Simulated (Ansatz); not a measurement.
# Alloy of AlAs and GaP (24 of 32 Al sites, 24 of 32 As sites exchanged), 64 atoms

Wanted: the relaxed alloy cell and its gap (PBEsol and HSE06).

All numbers are computed with Ansatz 0.2.0 (PAW, plane waves).

## 1. The system as built

64 atoms (24 Ga, 8 Al, 8 As, 24 P); a = 10.995 Å, b = 10.995 Å, c = 10.995 Å, α = 90.00°, β = 90.00°, γ = 90.00°. All atoms were shaken off their sites by about 0.02 Å along each axis.

The runs, in order: (2) PBEsol cell relaxation at the single k point (¼, ¼, ¼), on 1 × NVIDIA H100 80GB HBM3 with 4 threads of AMD EPYC 7R13; (3) HSE06 single point at the single k point (¼, ¼, ¼), on 1 × NVIDIA H100 80GB HBM3 with 4 threads of AMD EPYC 7R13.

## 2. PBEsol relaxation of the cell and the positions

File in.yaml:

```yaml
crystal:
  lattice:
    - [10.994781, 0.000000, 0.000000]
    - [0.000000, 10.994781, 0.000000]
    - [0.000000, 0.000000, 10.994781]
  atoms:
    - { symbol: Ga, position: [0.998009, 0.997027, 0.000215] }
    - { symbol: Ga, position: [0.999033, 0.000108, 0.499195] }
    - { symbol: Ga, position: [0.996497, 0.497272, 0.998893] }
    - { symbol: Ga, position: [0.496555, 0.000553, 0.999074] }
    - { symbol: Ga, position: [0.502830, 0.500345, 0.498958] }
    - { symbol: Ga, position: [0.251644, 0.249519, 0.000940] }
    - { symbol: Ga, position: [0.251657, 0.248270, 0.501654] }
    - { symbol: Ga, position: [0.249267, 0.749807, 0.998218] }
    - { symbol: Ga, position: [0.251310, 0.749253, 0.497636] }
    - { symbol: Ga, position: [0.748598, 0.248405, 0.999523] }
    - { symbol: Ga, position: [0.748672, 0.249449, 0.503408] }
    - { symbol: Ga, position: [0.752543, 0.752158, 0.500649] }
    - { symbol: Ga, position: [0.251539, 0.999809, 0.249548] }
    - { symbol: Ga, position: [0.250592, 0.999833, 0.750413] }
    - { symbol: Ga, position: [0.249454, 0.498374, 0.253052] }
    - { symbol: Ga, position: [0.251863, 0.499484, 0.752816] }
    - { symbol: Ga, position: [0.746963, 0.005803, 0.250905] }
    - { symbol: Ga, position: [0.748303, 0.500049, 0.249176] }
    - { symbol: Ga, position: [0.746959, 0.502897, 0.751903] }
    - { symbol: Ga, position: [0.998068, 0.250050, 0.250344] }
    - { symbol: Ga, position: [0.998882, 0.748726, 0.251597] }
    - { symbol: Ga, position: [0.001320, 0.748414, 0.749757] }
    - { symbol: Ga, position: [0.500481, 0.252985, 0.246151] }
    - { symbol: Ga, position: [0.501378, 0.250998, 0.749378] }
    - { symbol: Al, position: [0.001229, 0.503215, 0.498851] }
    - { symbol: Al, position: [0.502640, 0.000856, 0.500312] }
    - { symbol: Al, position: [0.500442, 0.499696, 0.002001] }
    - { symbol: Al, position: [0.751601, 0.748877, 0.999930] }
    - { symbol: Al, position: [0.750193, 0.998406, 0.747187] }
    - { symbol: Al, position: [0.998602, 0.251816, 0.748737] }
    - { symbol: Al, position: [0.502565, 0.754404, 0.248533] }
    - { symbol: Al, position: [0.503084, 0.746995, 0.748212] }
    - { symbol: As, position: [0.125150, 0.126797, 0.126269] }
    - { symbol: As, position: [0.127388, 0.629665, 0.126363] }
    - { symbol: As, position: [0.627396, 0.625293, 0.622680] }
    - { symbol: As, position: [0.377294, 0.379082, 0.621565] }
    - { symbol: As, position: [0.874602, 0.875481, 0.127224] }
    - { symbol: As, position: [0.375885, 0.624518, 0.872048] }
    - { symbol: As, position: [0.121810, 0.374517, 0.374055] }
    - { symbol: As, position: [0.125695, 0.877326, 0.374494] }
    - { symbol: P, position: [0.121907, 0.121202, 0.626453] }
    - { symbol: P, position: [0.125655, 0.624143, 0.626160] }
    - { symbol: P, position: [0.624593, 0.123816, 0.126180] }
    - { symbol: P, position: [0.628440, 0.122209, 0.625574] }
    - { symbol: P, position: [0.623563, 0.624536, 0.125051] }
    - { symbol: P, position: [0.373229, 0.375266, 0.124441] }
    - { symbol: P, position: [0.373959, 0.875154, 0.122520] }
    - { symbol: P, position: [0.374073, 0.875963, 0.622677] }
    - { symbol: P, position: [0.872565, 0.378462, 0.125243] }
    - { symbol: P, position: [0.874345, 0.373915, 0.625648] }
    - { symbol: P, position: [0.874952, 0.873424, 0.623162] }
    - { symbol: P, position: [0.375485, 0.125418, 0.377811] }
    - { symbol: P, position: [0.374311, 0.123446, 0.875260] }
    - { symbol: P, position: [0.373910, 0.628593, 0.372913] }
    - { symbol: P, position: [0.877457, 0.124949, 0.375141] }
    - { symbol: P, position: [0.873845, 0.124934, 0.874426] }
    - { symbol: P, position: [0.875906, 0.625440, 0.373989] }
    - { symbol: P, position: [0.872882, 0.625291, 0.873659] }
    - { symbol: P, position: [0.123847, 0.373249, 0.874568] }
    - { symbol: P, position: [0.125912, 0.875474, 0.876549] }
    - { symbol: P, position: [0.624564, 0.374754, 0.375869] }
    - { symbol: P, position: [0.625175, 0.372313, 0.874844] }
    - { symbol: P, position: [0.625496, 0.876877, 0.373346] }
    - { symbol: P, position: [0.628946, 0.877261, 0.874404] }
  symmetry: { detect: false }
kpoints:
  mp_grid: { grid: [1, 1, 1], shift: [0.25, 0.25, 0.25] }
hamiltonian:
  xc: pbesol
scf:
  occupations: { method: fermi_dirac, width: 0.01 }
relax:
  f_tol: 0.03
  max_steps: 80
  escape_saddle: false
  adjacent_minimum: "off"
  cell: { fix: [shape] }
output:
  forces: true
  eigenvalues: true
  populations: true
```

Started as:

```
> ansatz run in.yaml --threads 4 --pin off --max-ram 61750MiB --runs-dir r --events-out ev --progress --plain --backend cuda --devices 0, --max-vram 37GiB
```

The program printed:

```text
Pseudopotentials: kind: paw
Functional definition: PBEsol
  exchange = pbesol_x
  correlation = pbesol_c
Crystal: 64 atoms, lattice volume = 1329.106 Å³
Basis set: ecut = 420 eV, 25821 PW (Γ), exchange–correlation on 150×150×150 points (8 copies of the dense FFT grid, shifted against one another)
Bands: 352, of which v1, the nominal top of the filled ones, is band 288 counted from 1 (287 counted from 0)
Symmetry: 1 space group operations
k-points: 1
Non-local potential: Ga, projectors of the file, l = 0: 2, l = 1: 2, l = 2: 3, l = 3: 1
Non-local potential: Al, projectors of the file, l = 0: 2, l = 1: 2, l = 2: 1
Non-local potential: As, projectors of the file, l = 0: 2, l = 1: 2, l = 2: 3, l = 3: 1
Non-local potential: P, projectors of the file, l = 0: 2, l = 1: 2, l = 2: 2
PAW form: soft (Blöchl's): semilocal exchange-correlation on the pseudo side does not see the compensation charge
PAW frozen core: Ga, regenerated for the run's functional, and the local potential with it (the file was generated under x = pbe(κ = 0.804, μ = 0.2195149727645171), c = pbe(β = 0.06672455060314922))
PAW frozen core: Al, regenerated for the run's functional, and the local potential with it (the file was generated under x = pbe(κ = 0.804, μ = 0.2195149727645171), c = pbe(β = 0.06672455060314922))
PAW frozen core: As, regenerated for the run's functional, and the local potential with it (the file was generated under x = pbe(κ = 0.804, μ = 0.2195149727645171), c = pbe(β = 0.06672455060314922))
PAW frozen core: P, regenerated for the run's functional, and the local potential with it (the file was generated under x = pbe(κ = 0.804, μ = 0.2195149727645171), c = pbe(β = 0.06672455060314922))
PAW one-centre angular grid: Ga, 590 points (default); XC on 64 Gauss nodes
PAW one-centre angular grid: Al, 110 points (default); XC on 64 Gauss nodes
PAW one-centre angular grid: As, 590 points (default); XC on 64 Gauss nodes
PAW one-centre angular grid: P, 110 points (default); XC on 64 Gauss nodes
Initial density: superposition of atomic densities (neutral atoms: chi_scale 0, normalization atom), corrected by the library's trained network
Initial wavefunctions: pseudopotential atomic-orbital guess
Functional: x = pbesol(κ = 0.804, μ = 0.12345679012345678), c = pbesol(β = 0.046)
SCF iter   1: F=—  HF=-150324.376464 eV  |F-HF|=—  |Δ(HF+E_count)|=         —  Δρ=4.75e-3  dr2=4.40e-1  ethr=1.77e-3  ⟨swp⟩=8.0  Hψ=1612  notcnv=0
preconditioner: auto → Resta (q_TF=auto, 2.373 Å⁻¹)  ε∞=4.0  [insulator: Δε(μ)=1.840 eV  Ē_g=13.119 eV  σ=0.010 eV  W_gap=1.00  n_scr=304 (ndim 8)  ℏωp=22.7 eV  f_vac=0.010  D(μ)=0.00/eV (n_scr^D=0)  ε∞_Penn≈4.0]
SCF iter   2: F=—  HF=-150324.255855 eV  |F-HF|=—  |Δ(HF+E_count)|=   1.21e-1  Δρ=2.17e-3  dr2=9.24e-2  ethr=7.64e-5  ⟨swp⟩=2.0  Hψ=481  notcnv=0  defer=60
SCF iter   3: F=—  HF=-150324.240145 eV  |F-HF|=—  |Δ(HF+E_count)|=   1.57e-2  Δρ=6.78e-4  dr2=8.50e-3  ethr=1.60e-5  ⟨swp⟩=3.0  Hψ=428  notcnv=0  defer=60
SCF iter   4: F=—  HF=-150324.240374 eV  |F-HF|=—  |Δ(HF+E_count)|=   2.29e-4  Δρ=3.46e-4  dr2=1.67e-3  ethr=1.47e-6  ⟨swp⟩=2.0  Hψ=544  notcnv=0  defer=60
SCF iter   5: F=—  HF=-150324.239164 eV  |F-HF|=—  |Δ(HF+E_count)|=   1.21e-3  Δρ=1.03e-4  dr2=1.75e-4  ethr=2.91e-7  ⟨swp⟩=2.0  Hψ=540  notcnv=0  defer=60
SCF iter   6: F=—  HF=-150324.239316 eV  |F-HF|=—  |Δ(HF+E_count)|=   1.51e-4  Δρ=3.18e-5  dr2=1.39e-5  ethr=3.05e-8  ⟨swp⟩=2.0  Hψ=539  notcnv=0  defer=60
SCF iter   7: F=—  HF=-150324.240097 eV  |F-HF|=—  |Δ(HF+E_count)|=   7.81e-4  Δρ=8.02e-6  dr2=1.47e-6  ethr=2.42e-9  ⟨swp⟩=3.0  Hψ=581  notcnv=0  defer=60
SCF iter   8: F=—  HF=-150324.240097 eV  |F-HF|=—  |Δ(HF+E_count)|=   3.25e-7  Δρ=2.60e-6  dr2=1.09e-7  ethr=2.55e-10  ⟨swp⟩=3.0  Hψ=614  notcnv=0  defer=60
SCF iter   9: F=-150324.240097 eV  HF=-150324.240097 eV  |F-HF|=7.80e-9  |Δ(HF+E_count)|=   4.66e-8  Δρ=9.62e-7  dr2=1.45e-8  ethr=1.74e-11  ⟨swp⟩=12.0  Hψ=1804  notcnv=0
SCF 1 converged in 9 iterations: F = -150324.240097 eV  dr2 = 1.45e-8
relax step   1: F+E_penalty+E_count = -150324.24009699 eV  Δ(F+E_penalty+E_count) = +0.000e0 eV  max|allowed force component| = 1.422e0 eV/Å  Δτ_max = 0.0000 Å  P = +0.309 GPa  Ω = 1329.106 Å³  fix = [alpha, beta, gamma, b/a, c/a]  reactions: b/a -0.009, c/a +0.017 GPa; alpha +0.718, beta +0.828, gamma +0.627 GPa/rad  (9 SCF iters, dr2 threshold 1.00e-7 eV, accepted)
[... 13 lines left out ...]
relax step   2: F+E_penalty+E_count = -150325.03517378 eV  Δ(F+E_penalty+E_count) = -7.951e-1 eV  max|allowed force component| = 2.853e-1 eV/Å  Δτ_max = 0.0928 Å  P = -0.010 GPa  Ω = 1331.339 Å³  energy of the carried Pulay correction = -5.106e-4 eV  fix = [alpha, beta, gamma, b/a, c/a]  reactions: b/a +0.009, c/a -0.001 GPa; alpha +0.714, beta +0.737, gamma +0.691 GPa/rad  (7 SCF iters, dr2 thres [...]
[... 9 lines left out ...]
relax step   3: F+E_penalty+E_count = -150325.09370948 eV  Δ(F+E_penalty+E_count) = -5.854e-2 eV  max|allowed force component| = 2.363e-2 eV/Å  Δτ_max = 0.0336 Å  P = +0.000 GPa  Ω = 1330.973 Å³  energy of the carried Pulay correction = -4.269e-4 eV  fix = [alpha, beta, gamma, b/a, c/a]  reactions: b/a +0.006, c/a -0.001 GPa; alpha +0.722, beta +0.725, gamma +0.728 GPa/rad  (5 SCF iters, dr2 thres [...]
[... 10 lines left out ...]
relax step   4: F+E_penalty+E_count = -150325.09422041 eV  Δ(F+E_penalty+E_count) = -5.109e-4 eV  max|allowed force component| = 2.358e-2 eV/Å  Δτ_max = 0.0000 Å  P = +0.000 GPa  Ω = 1330.973 Å³  fix = [alpha, beta, gamma, b/a, c/a]  reactions: b/a +0.006, c/a -0.001 GPa; alpha +0.723, beta +0.726, gamma +0.728 GPa/rad  stress off target by 3.08e-4 GPa on what of the cell is left free  SCF on the [...]
SCF converged after 6 iterations
Free energy (F): -150325.094220 eV
Harris-Foulkes:  -150325.094220 eV  (|F-HF|=1.16e-10)
Internal energy: -150325.094220 eV  (E = F + TS)
E sigma→0 (E₀):  -150325.094220 eV
Fermi energy:    7.584238 eV
--- Per-component energies (eV) ---
  E_band       = -3606.505983
  E_kinetic    = 5482.917294
  E_local      = -78220.729630  (includes V_loc(G=0)·N_el)
  E_nonlocal   = 5783.303907
  E_hartree    = 37656.953162
  E_xc         = -4056.888934
  E_vxc        = -3723.794152  (∫ρ·V_xc dr)
  E_paw        = -78075.220808  (= ΣΔE_a)
  E_vpaw       = -8242.107578  (= ΣTr[D̂ρ^β])
  E_aug_tail   = -0.002572  (compensation charges beyond the density's cutoff)
  E_ewald      = -38925.128955
  E_core_change = 29.702315  (= ΣΔE_core)
  E_smearing   = -0.000000  (= −TS)
  E_closure    = -0.000000  (closes the sum)
  Σ components = -150325.094220   (vs F -150325.094220, Δ=0.00e0)
--- Forces (eV/Å), atoms counted from 1 ---
  atom   1  Ga     0.00604026     0.00545155     0.00811804
  atom   2  Ga    -0.00345374    -0.00128386     0.00651270
  atom   3  Ga     0.00414111     0.00619904     0.00120718
  atom   4  Ga     0.00686015    -0.00206578     0.00123868
  atom   5  Ga    -0.00065040     0.00735227     0.00435415
  atom   6  Ga     0.00435939    -0.00138340     0.00606263
  atom   7  Ga     0.00478848     0.01509011     0.00836540
  atom   8  Ga     0.02000734    -0.00535994    -0.00761174
  atom   9  Ga    -0.00019366     0.00766044    -0.00177508
  atom  10  Ga    -0.00890929     0.01712608    -0.00433010
  atom  11  Ga     0.00322925    -0.00846014    -0.01431490
  atom  12  Ga    -0.02150229    -0.01529323     0.00363546
  atom  13  Ga     0.01314386     0.00524157    -0.00560972
  atom  14  Ga    -0.00035923     0.00210101     0.00344409
  atom  15  Ga     0.00970296    -0.00266707    -0.00429790
  atom  16  Ga     0.00457609    -0.01214066    -0.00832587
  atom  17  Ga     0.01688459    -0.00270085    -0.00286854
  atom  18  Ga     0.00017585    -0.00179171     0.00374325
  atom  19  Ga    -0.00729237    -0.00675477     0.00348214
  atom  20  Ga    -0.00205381     0.00046115     0.00103479
  atom  21  Ga    -0.00457769     0.00947156    -0.00232392
  atom  22  Ga     0.00288134     0.00104124     0.00946748
  atom  23  Ga    -0.01018128    -0.00640942    -0.00174868
  atom  24  Ga    -0.00263789     0.00458196     0.00412396
  atom  25  Al     0.00233617    -0.01454622    -0.00515303
  atom  26  Al    -0.00354820     0.00522176     0.00119146
  atom  27  Al    -0.00267162    -0.00254950    -0.00944699
  atom  28  Al    -0.00516991     0.00382708     0.00437682
  atom  29  Al     0.00067641     0.00352170     0.00773641
  atom  30  Al    -0.00372838    -0.00170157    -0.00497103
  atom  31  Al    -0.00552479    -0.01130712    -0.00425976
  atom  32  Al     0.00047793    -0.00443301     0.00867049
  atom  33  As    -0.00221898    -0.00214465    -0.01763771
  atom  34  As    -0.01271011    -0.01510059     0.00367091
  atom  35  As     0.02264338     0.01106211    -0.01223904
  atom  36  As    -0.01294479    -0.01590529    -0.00217418
  atom  37  As    -0.00797843    -0.02103618    -0.00994527
  atom  38  As    -0.01840661     0.01660532     0.00820871
  atom  39  As    -0.00386683     0.00614069     0.00383824
  atom  40  As     0.00091957    -0.00947411     0.01425819
  atom  41  P      0.00269571    -0.00069475    -0.00460987
  atom  42  P     -0.00143103     0.01012384     0.00846569
  atom  43  P     -0.00461903    -0.00336389     0.01207019
  atom  44  P     -0.00268638     0.00407097    -0.00306703
  atom  45  P     -0.00059908     0.00588288    -0.00353412
  atom  46  P      0.00899095     0.00605194     0.00148770
  atom  47  P     -0.00862278     0.02060194     0.00828693
  atom  48  P     -0.00050498    -0.01863695    -0.00669224
  atom  49  P      0.00764286    -0.00828594     0.00857431
  atom  50  P      0.00363374     0.00785417     0.00280127
  atom  51  P      0.01837261     0.00822136    -0.00338498
  atom  52  P      0.00028929    -0.01967441    -0.00669481
  atom  53  P      0.00406817     0.00521656    -0.00449930
  atom  54  P      0.00294403    -0.01239434     0.00605807
  atom  55  P     -0.02358398     0.01586253     0.01670957
  atom  56  P      0.00266254    -0.01111113     0.00947899
  atom  57  P      0.00302091     0.00742074    -0.00112040
  atom  58  P     -0.00173540    -0.00543149    -0.00051026
  atom  59  P     -0.00842359     0.01952971    -0.00765360
  atom  60  P     -0.00968605     0.00647826    -0.01621507
  atom  61  P      0.00235070     0.00719761    -0.00828302
  atom  62  P      0.01579062    -0.01175126    -0.00309242
  atom  63  P      0.01015702     0.00381159    -0.00273712
  atom  64  P     -0.00399088    -0.00063009     0.00045508
  max |Σ_I F_I| component: 2.59e-6 eV/Å
--- Stress (GPa, compression-positive) ---
       -0.004153      -0.728199      -0.725940
       -0.728199       0.005877      -0.722604
       -0.725939      -0.722605      -0.000801
  P = ⅓ Tr σ = 0.0003 GPa (0.003 kbar)
--- Band table (eV) ---
  k-point 0: bands = [... 276 lower levels ..., "5.7164", "5.7436", "5.7759", "5.7921", "5.8973", "5.9212", "5.9398", "6.1309", "6.2018", "6.2530", "6.6311", "6.6529", "8.5159", "8.5350", "8.5912", "8.6263", "8.9947", "9.0401", "9.0740", "9.1871", "9.2982", "9.3448", "9.3866", "9.4042", ... 52 higher levels ...]
--- Relaxed structure (3 steps of the walk, 3 accepted, 1 SCFs on fresh bases) ---
  F+E_penalty+E_count = -150325.09422041 eV   max|allowed force component| = 2.358e-2 eV/Å   (the final SCF, on the basis selected at the relaxed cell)
  cell:  # Å, volume = 1330.9729 Å³
    - [10.99992523011611, -1.2293052213810603e-142, -1.5491889308320023e-143]
    - [-1.2293052213810603e-142, 10.99992523011611, 1.5628091229502797e-111]
    - [-1.5491889308320023e-143, 1.5628091229502797e-111, 10.99992523011611]
  atoms:
    - { symbol: Ga, position: [0.9992397533199083, 1.0001833232535091, -0.00709508948777488] }
    - { symbol: Ga, position: [0.997323343801796, 0.0035849131665124595, 0.5033316674528531] }
[... 62 atoms left out; the next input holds them all, rounded ...]
--- Löwdin populations: 64 sites ---
  site symbol       q [e]
     0     Ga     12.9690
     1     Ga     12.9721
     2     Ga     12.9680
     3     Ga     12.9709
     4     Ga     12.9667
     5     Ga     12.9676
     6     Ga     12.9670
     7     Ga     12.9659
     8     Ga     12.9632
     9     Ga     12.9739
    10     Ga     12.9683
    11     Ga     12.9689
    12     Ga     12.9692
    13     Ga     12.9689
    14     Ga     12.9649
    15     Ga     12.9612
    16     Ga     12.9686
    17     Ga     12.9698
    18     Ga     12.9701
    19     Ga     12.9664
    20     Ga     12.9665
    21     Ga     12.9692
    22     Ga     12.9745
    23     Ga     12.9700
    24     Al      2.6276
    25     Al      2.6265
    26     Al      2.6252
    27     Al      2.6241
    28     Al      2.6263
    29     Al      2.6293
    30     Al      2.6230
    31     Al      2.6266
    32     As     15.0000
    33     As     15.0008
    34     As     15.0914
    35     As     15.0020
    36     As     15.0885
    37     As     15.1785
    38     As     15.0879
    39     As     15.0004
    40      P      5.0597
    41      P      5.0585
    42      P      4.9731
    43      P      5.1499
    44      P      5.2367
    45      P      5.0601
    46      P      5.0592
    47      P      5.1494
    48      P      4.9723
    49      P      5.1482
    50      P      5.0616
    51      P      5.0575
    52      P      4.9742
    53      P      5.0587
    54      P      4.9736
    55      P      5.1487
    56      P      5.0585
    57      P      5.0606
    58      P      5.0606
    59      P      4.9699
    60      P      4.9720
    61      P      5.0610
    62      P      5.1498
    63      P      5.2380
  spilling = 0.002759 (of n_electrons = 576.000000)
```

Run time: 15 s. Hardware: 1 × NVIDIA H100 80GB HBM3 with 4 threads of AMD EPYC 7R13, shared host; peak host memory 1.5 GiB.

Step by step (solves on a freshly chosen basis count as rows, and their energies jump a little):

| accepted step | energy change (eV) | largest force component (eV/Å) | SCF cycles | pressure (GPa) |
| --- | --- | --- | --- | --- |
| 1 | 0.000 | 1.422 | 9 | 0.31 |
| 2 | -0.795 | 0.285 | 7 | -0.01 |
| 3 | -0.854 | 0.024 | 5 | 0.00 |
| 4 | -0.854 | 0.024 | 6 | 0.00 |

Largest shifts, less the median shift:

| atom | shift (Å) | dx | dy | dz |
| --- | --- | --- | --- | --- |
| Al32 | 0.119 | -0.040 | 0.112 | 0.005 |
| Ga16 | 0.102 | -0.096 | 0.010 | -0.031 |
| Ga19 | 0.096 | 0.063 | -0.072 | 0.003 |
| Ga1 | 0.094 | 0.013 | 0.033 | -0.086 |
| Ga8 | 0.092 | 0.000 | 0.091 | 0.014 |
| Al28 | 0.091 | -0.065 | -0.037 | -0.052 |
| Ga15 | 0.091 | 0.080 | 0.016 | -0.040 |
| Ga9 | 0.077 | 0.021 | -0.028 | 0.068 |

|  | before | after | change |
| --- | --- | --- | --- |
| a (Å) | 10.995 | 11.000 | +0.05 % |
| b (Å) | 10.995 | 11.000 | +0.05 % |
| c (Å) | 10.995 | 11.000 | +0.05 % |
| volume (Å³/atom) | 20.767 | 20.796 | +0.14 % |

Bonds in the relaxed cell, counted within a distance cut:

| pair | count | mean (Å) | spread (Å) | least | most |
| --- | --- | --- | --- | --- | --- |
| Al–As | 5 | 2.437 | 0.005 | 2.430 | 2.445 |
| Al–P | 27 | 2.369 | 0.006 | 2.354 | 2.377 |
| As–Ga | 27 | 2.431 | 0.005 | 2.416 | 2.441 |
| Ga–P | 69 | 2.364 | 0.007 | 2.346 | 2.382 |

Top filled level 6.653 eV, lowest empty level 8.516 eV: 1.86 eV apart at the single k point (¼, ¼, ¼).

[end of part 1 of 2]
